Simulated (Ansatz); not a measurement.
# CH4FOSi radical: single points with varied inputs, part 1 of 2

How do the results and run time of CH4FOSi radical respond when the settings are drawn wide?

Computed with Ansatz 0.2.0, Gaussian basis. Level: the settings change from run to run.

**1. The geometry**

The structure was relaxed beforehand with PBE0-D4 in a triple-zeta def2 set.

SMILES `C[Si](O)F`, 8 atoms, charge 0, spin multiplicity 2.

Atoms are counted from 1 here; the program's logs count them from 0.

Bond lengths: C1–Si2 1.860 Å, C1–H5 1.094 Å, C1–H6 1.091 Å, C1–H7 1.091 Å, Si2–O3 1.643 Å, Si2–F4 1.609 Å, O3–H8 0.959 Å. Angles: Si2–C1–H5 108.9°, Si2–C1–H6 110.4°, Si2–C1–H7 110.8°, H5–C1–H6 108.8°, H5–C1–H7 108.9°, H6–C1–H7 108.9°, C1–Si2–O3 106.6°, C1–Si2–F4 108.5°, O3–Si2–F4 109.2°, Si2–O3–H8 118.3°.

**2. r2SCANh/STO-3G**

This run has D3(BJ) dispersion, relativity set to scalar.

File in.yaml:

```yaml
crystal:
  periodic: [false, false, false]
  atoms:
    - {symbol: C, position_ang: [-0.718080, 0.882669, -0.033695]}
    - {symbol: Si, position_ang: [-0.072865, -0.861223, 0.005739]}
    - {symbol: O, position_ang: [1.383775, -0.805129, 0.762813]}
    - {symbol: F, position_ang: [0.137212, -1.363562, -1.508532]}
    - {symbol: H, position_ang: [0.010059, 1.518574, -0.546390]}
    - {symbol: H, position_ang: [-0.861716, 1.258881, 0.980412]}
    - {symbol: H, position_ang: [-1.668477, 0.931950, -0.567055]}
    - {symbol: H, position_ang: [1.882291, -1.619161, 0.850910]}
basis:
  gaussian: {orbitals: STO-3G}
magnetization: {spin_polarized: true, initial_magnetization: 1}
hamiltonian: {xc: {name: r2SCANh}, dispersion: d3bj, pseudopotentials: {relativity: scalar}}
```

The run is started by

```sh
$ ansatz run in.yaml --threads 4 --pin off --events-out ev --progress --plain --max-ram 10444MiB
```

The log of the run:

```text
Warning: the engine holds no damping parameters fitted to this dispersion correction and functional, so the run takes those fitted to r2scanh beside the three-body term, which d3bj leaves out (hamiltonian.dispersion, under Limitations)
Functional definition: r2SCANh
  name "r2SCANh"
  cite "Bursch, Neugebauer, Ehlert & Grimme, J. Chem. Phys. 156, 134105 (2022) doi:10.1063/5.0086040"
  cite "Furness, Kaplan, Ning, Perdew & Sun, J. Phys. Chem. Lett. 11, 8208 (2020) doi:10.1021/acs.jpclett.0c02405"
  cite "Furness, Kaplan, Ning, Perdew & Sun, J. Phys. Chem. Lett. 11, 9248 (2020) doi:10.1021/acs.jpclett.0c03077"
  parent r2scan
  parameter a = 0.1
  parameter k0 = 0.174
  parameter k1 = 0.065
  parameter a1 = 4.9479
  exchange = (1 - a)*r2scan_x(k0 = k0, k1 = k1, a1 = a1) + a*exact_x
  correlation = r2scan_c
363 factors; integrals over basis functions are off by at most 4.2e-5 eV
mean field evaluation 1: about -13582.4155 eV, gradient 1.6e1 eV
mean field evaluation 2: about -13581.4556 eV, gradient 2.0e1 eV
mean field evaluation 4: about -13584.1413 eV, gradient 1.0e0 eV
mean field evaluation 8: about -13584.1012 eV, gradient 6.7e-3 eV
mean field -13584.10119902 eV, -499.2065114295 hartree, gradient 2.3e-5 eV, S^2 0.751524; 0 other end points of the search recorded, 0 dependent functions left out
reference -13584.10120427 eV, -499.2065116225 hartree; 21, 20 occupied and 7, 8 virtual orbitals, 363 factors
Total energy: -13584.13877014 eV, -499.2078921426 hartree
Relativity: scalar
```

Wall time 0.85 s (4 threads of Arm Neoverse V2, shared host).

⟨S²⟩ 0.752.

**3. wB97/aug-cc-pVDZ**

This run has charge -1, multiplicity 1, density fitting with cc-pVTZ-jkfit, relativity set to scalar.

Changes to in.yaml since step 2:

```diff
@@ -12,4 +12,4 @@
 basis:
-  gaussian: {orbitals: STO-3G}
-magnetization: {spin_polarized: true, initial_magnetization: 1}
-hamiltonian: {xc: {name: r2SCANh}, dispersion: d3bj, pseudopotentials: {relativity: scalar}}
+  gaussian: {orbitals: aug-cc-pVDZ, fitting: {mean_field: cc-pVTZ-jkfit}}
+total_charge: -1
+hamiltonian: {xc: {name: wB97}, pseudopotentials: {relativity: scalar}}
```

Same command.

The log of the run, cut to the lines that bear on the results:

```text
Functional definition: wB97
  name "wB97"
  cite "Chai & Head-Gordon, J. Chem. Phys. 128, 084106 (2008) doi:10.1063/1.2834918"
  cite "Becke, J. Chem. Phys. 107, 8554 (1997) doi:10.1063/1.475007"
[...]
  # The coefficients of nought are those of the uniform gas.
[...]
      + integral(e_c_pw_opposite_spin*poly(b97_u_opposite, 1, cos1, cos2, cos3, cos4))
478 factors; integrals over basis functions are off by at most 2.4e-1 eV
478 factors; integrals over basis functions are off by at most 1.3e-2 eV
[...]
mean field -13764.08359314 eV, -505.8207424170 hartree, gradient 6.7e-5 eV, S^2 0.000000; 0 other end points of the search recorded, 0 dependent functions left out
reference -13764.08357792 eV, -505.8207418575 hartree; 21, 21 occupied and 111, 111 virtual orbitals, 478 factors
Total energy: -13764.08357792 eV, -505.8207418575 hartree
Relativity: scalar
```

Run time: 2.4 s. Hardware: 4 threads of Arm Neoverse V2, shared host; peak memory 0.25 GiB.

**4. HF/def2-TZVPP**

This run has restricted open-shell orbitals, atoms shaken by 0.08 Å.

File in.yaml:

```yaml
crystal:
  periodic: [false, false, false]
  atoms:
    - {symbol: C, position_ang: [-0.688346, 0.853048, -0.092379]}
    - {symbol: Si, position_ang: [-0.285895, -0.758639, 0.110137]}
    - {symbol: O, position_ang: [1.475755, -0.852505, 0.719454]}
    - {symbol: F, position_ang: [0.186796, -1.341615, -1.540324]}
    - {symbol: H, position_ang: [-0.086980, 1.436820, -0.634816]}
    - {symbol: H, position_ang: [-0.825473, 1.217979, 0.948236]}
    - {symbol: H, position_ang: [-1.689845, 0.868023, -0.488119]}
    - {symbol: H, position_ang: [1.949114, -1.552931, 0.991604]}
basis:
  gaussian: {orbitals: def2-TZVPP}
magnetization: {spin_polarized: false, initial_magnetization: 1}
hamiltonian: {xc: {name: HF}}
```

Same command.

The log of the run:

```text
Functional definition: HF
  name "HF"
  cite "Fock, Z. Phys. 61, 126 (1930) doi:10.1007/BF01340294"
  parent pbe
  exchange = exact_x
  correlation = 0
1181 factors; their error is unknown
mean field evaluation 1: about -13696.5083 eV, gradient 5.0e1 eV
mean field evaluation 2: about -13699.3985 eV, gradient 3.7e1 eV
mean field evaluation 4: about -13701.9148 eV, gradient 1.8e0 eV
mean field evaluation 8: about -13701.9306 eV, gradient 5.2e-2 eV
mean field -13702.12597387 eV, -503.5438419053 hartree, gradient 2.1e-5 eV, S^2 0.750000; 0 other end points of the search recorded, 0 dependent functions left out
reference -13702.12597387 eV, -503.5438419053 hartree; 21, 20 occupied and 170, 171 virtual orbitals, 1181 factors
Total energy: -13702.12597387 eV, -503.5438419053 hartree
```

It took 0.9 s on 4 threads of Arm Neoverse V2, shared host; peak memory 0.42 GiB.

**5. B2GP-PLYP/6-31++G****

File in.yaml:

```yaml
crystal:
  periodic: [false, false, false]
  atoms:
    - {symbol: C, position_ang: [-0.718080, 0.882669, -0.033695]}
    - {symbol: Si, position_ang: [-0.072865, -0.861223, 0.005739]}
    - {symbol: O, position_ang: [1.383775, -0.805129, 0.762813]}
    - {symbol: F, position_ang: [0.137212, -1.363562, -1.508532]}
    - {symbol: H, position_ang: [0.010059, 1.518574, -0.546390]}
    - {symbol: H, position_ang: [-0.861716, 1.258881, 0.980412]}
    - {symbol: H, position_ang: [-1.668477, 0.931950, -0.567055]}
    - {symbol: H, position_ang: [1.882291, -1.619161, 0.850910]}
basis:
  gaussian: {orbitals: "6-31++G**"}
magnetization: {spin_polarized: true, initial_magnetization: 1}
hamiltonian: {xc: {name: B2GP-PLYP}}
output: {forces: true}
```

Launched as before.

The log of the run, cut to the lines that bear on the results:

```text
Functional definition: B2GP-PLYP
  name "B2GP-PLYP"
  cite "Karton, Tarnopolsky, Lamère, Schatz & Martin, J. Phys. Chem. A 112, 12868 (2008) doi:10.1021/jp801805p"
  cite "Becke, Phys. Rev. A 38, 3098 (1988) doi:10.1103/PhysRevA.38.3098"
  cite "Lee, Yang & Parr, Phys. Rev. B 37, 785 (1988) doi:10.1103/PhysRevB.37.785"
[...]
903 factors; integrals over basis functions are off by at most 1.2e-3 eV
[...]
mean field -13727.94197294 eV, -504.4925623722 hartree, gradient 3.2e-6 eV, S^2 0.752496; 0 other end points of the search recorded, 0 dependent functions left out
8 core orbitals not correlated: weight in the atoms' cores, before any rotation towards them, 1.000 or more for the frozen orbitals, at most 0.000 for the correlated occupied ones
reference -13727.94211769 eV, -504.4925676918 hartree; 13, 12 occupied and 83, 84 virtual orbitals, 903 factors
second order -18.46873273 eV of doubles, -0.00000000 eV of singles
[...]
Total energy: -13734.59086147 eV, -504.7369045191 hartree
Atom 0 at    -0.718080     0.882669    -0.033695 Å, force    -0.086017     0.180463     0.004162 eV/Å
Atom 1 at    -0.072865    -0.861223     0.005739 Å, force    -0.649139     0.171390     0.513805 eV/Å
Atom 2 at     1.383775    -0.805129     0.762813 Å, force     0.484148     0.032080     0.276261 eV/Å
Atom 3 at     0.137212    -1.363562    -1.508532 Å, force     0.112137    -0.298196    -0.840885 eV/Å
Atom 4 at     0.010059     1.518574    -0.546390 Å, force    -0.062110    -0.033484     0.041790 eV/Å
Atom 5 at    -0.861716     1.258881     0.980412 Å, force     0.007915    -0.004033    -0.075870 eV/Å
Atom 6 at    -1.668477     0.931950    -0.567055 Å, force     0.060839     0.021153     0.035263 eV/Å
Atom 7 at     1.882291    -1.619161     0.850910 Å, force     0.132228    -0.069372     0.045475 eV/Å
Dipole moment:    -0.039428    -0.029219     0.218620 e Å
```

Run time: 4.1 s. Hardware: 4 threads of Arm Neoverse V2, shared host; peak memory 0.34 GiB.

Largest force 0.899 eV/Å, dipole 1.08 D, ⟨S²⟩ 0.752.

**6. rPW86-PBE/def2-TZVPP**

Changes to in.yaml since step 5:

```diff
@@ -12,5 +12,5 @@
 basis:
-  gaussian: {orbitals: "6-31++G**"}
+  gaussian: {orbitals: def2-TZVPP}
 magnetization: {spin_polarized: true, initial_magnetization: 1}
-hamiltonian: {xc: {name: B2GP-PLYP}}
+hamiltonian: {xc: {name: rPW86-PBE}}
 output: {forces: true}
```

The command is unchanged.

The log of the run, cut to the lines that bear on the results:

```text
Functional definition: rPW86-PBE
  name "rPW86-PBE"
  cite "Murray, Lee & Langreth, J. Chem. Theory Comput. 5, 2754 (2009) doi:10.1021/ct900365q"
  cite "Perdew, Burke & Ernzerhof, Phys. Rev. Lett. 77, 3865 (1996) doi:10.1103/PhysRevLett.77.3865"
  parent pbe
[...]
1011 factors; their error is unknown
[...]
mean field -13767.43029932 eV, -505.9437316006 hartree, gradient 4.5e-5 eV, S^2 0.751356; 0 other end points of the search recorded, 0 dependent functions left out
[...]
reference -13767.43039934 eV, -505.9437352764 hartree; 21, 20 occupied and 170, 171 virtual orbitals, 1011 factors
Total energy: -13767.43039934 eV, -505.9437352764 hartree
Atom 0 at    -0.718080     0.882669    -0.033695 Å, force    -0.076400     0.225000     0.010809 eV/Å
Atom 1 at    -0.072865    -0.861223     0.005739 Å, force    -0.647240    -0.130920     0.444633 eV/Å
Atom 2 at     1.383775    -0.805129     0.762813 Å, force     0.444128     0.358126     0.324854 eV/Å
Atom 3 at     0.137212    -1.363562    -1.508532 Å, force     0.084857    -0.272166    -0.830647 eV/Å
Atom 4 at     0.010059     1.518574    -0.546390 Å, force     0.060943     0.083349    -0.051689 eV/Å
Atom 5 at    -0.861716     1.258881     0.980412 Å, force    -0.024021     0.051235     0.083650 eV/Å
Atom 6 at    -1.668477     0.931950    -0.567055 Å, force    -0.082217     0.015998    -0.041170 eV/Å
Atom 7 at     1.882291    -1.619161     0.850910 Å, force     0.239950    -0.330622     0.059559 eV/Å
Dipole moment:     0.011562     0.019402     0.189934 e Å
```

Run time: 3.8 s. Hardware: 4 threads of Arm Neoverse V2, shared host; peak memory 0.32 GiB.

Largest force 0.878 eV/Å, dipole 0.92 D, ⟨S²⟩ 0.751.

(Continued in part 2 of 2.)
